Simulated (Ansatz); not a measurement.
# C2H9FOSi: the cost of one run

Program: Ansatz 0.2.0. Level of theory: UKS BLYP/6-31G. These are calculated values, not measurements.

### 1 Starting point

Bond lengths: Si1–C2 2.175 Å, Si1–O3 1.635 Å, O3–C4 1.393 Å, Si1–H5 1.455 Å, Si1–H6 1.443 Å, Si1–F8 2.004 Å, C2–H9 1.098 Å, C2–H10 1.085 Å, C2–H11 1.084 Å, C4–H12 1.093 Å, C4–H13 1.095 Å, C4–H14 1.094 Å. Angles (14 of 23 angles, heavy atoms first): C2–Si1–O3 98.7°, C2–Si1–F8 75.2°, O3–Si1–F8 170.2°, Si1–O3–C4 132.8°, Si1–C2–H9 137.5°, Si1–C2–H10 99.1°, Si1–C2–H11 97.9°, C2–Si1–H5 105.9°, C2–Si1–H6 113.3°, O3–Si1–H5 106.0°, O3–Si1–H6 92.6°, H5–Si1–F8 83.2°, H6–Si1–F8 83.1°, O3–C4–H12 108.6°.

As a file:

```xyz
14

Si   -0.9196   -0.1864    0.5133
C     0.8811    0.9642    0.9201
O    -0.2923   -1.2620   -0.5457
C     0.1967   -1.1360   -1.8444
H    -1.7826    0.6868   -0.2672
H    -1.1782   -1.2086    1.4987
H    -0.2819    1.1792    1.6589
F    -1.4265    1.0451    2.0110
H     1.2012    1.7464    1.6206
H     1.0520    1.3732   -0.0707
H     1.5565    0.1319    1.0828
H    -0.0293   -2.0536   -2.3932
H     1.2823   -0.9932   -1.8215
H    -0.2594   -0.2869   -2.3627
```

### 2 Run 1

150 steps of 0.5 fs at constant energy, with velocities drawn for 600 K.

File input.yaml:

```yaml
crystal:
  periodic: [false, false, false]
  atoms:
    - { symbol: Si, position_ang: [-0.9196, -0.1864, 0.5133] }
    - { symbol: C, position_ang: [0.8811, 0.9642, 0.9201] }
    - { symbol: O, position_ang: [-0.2923, -1.262, -0.5457] }
    - { symbol: C, position_ang: [0.1967, -1.136, -1.8444] }
    - { symbol: H, position_ang: [-1.7826, 0.6868, -0.2672] }
    - { symbol: H, position_ang: [-1.1782, -1.2086, 1.4987] }
    - { symbol: H, position_ang: [-0.2819, 1.1792, 1.6589] }
    - { symbol: F, position_ang: [-1.4265, 1.0451, 2.011] }
    - { symbol: H, position_ang: [1.2012, 1.7464, 1.6206] }
    - { symbol: H, position_ang: [1.052, 1.3732, -0.0707] }
    - { symbol: H, position_ang: [1.5565, 0.1319, 1.0828] }
    - { symbol: H, position_ang: [-0.0293, -2.0536, -2.3932] }
    - { symbol: H, position_ang: [1.2823, -0.9932, -1.8215] }
    - { symbol: H, position_ang: [-0.2594, -0.2869, -2.3627] }
magnetization:
  spin_polarized: true
basis:
  gaussian: { orbitals: "6-31G" }
hamiltonian:
  xc: blyp
md:
  timestep: 0.5
  n_steps: 150
  ensemble: nve
  temperature: 600.0
  initial_velocities: maxwell_boltzmann
  seed: 6806
```

Launch:

```sh
$ ansatz run input.yaml --threads 1 --pin off --max-ram 2048MiB --backend cpu --events-out ev --progress --plain --runs-dir out
```

Q: Estimate wall time and peak memory on 1 thread of Arm Neoverse V2, shared host.

About 13 min, with a peak of 0.15 GiB.
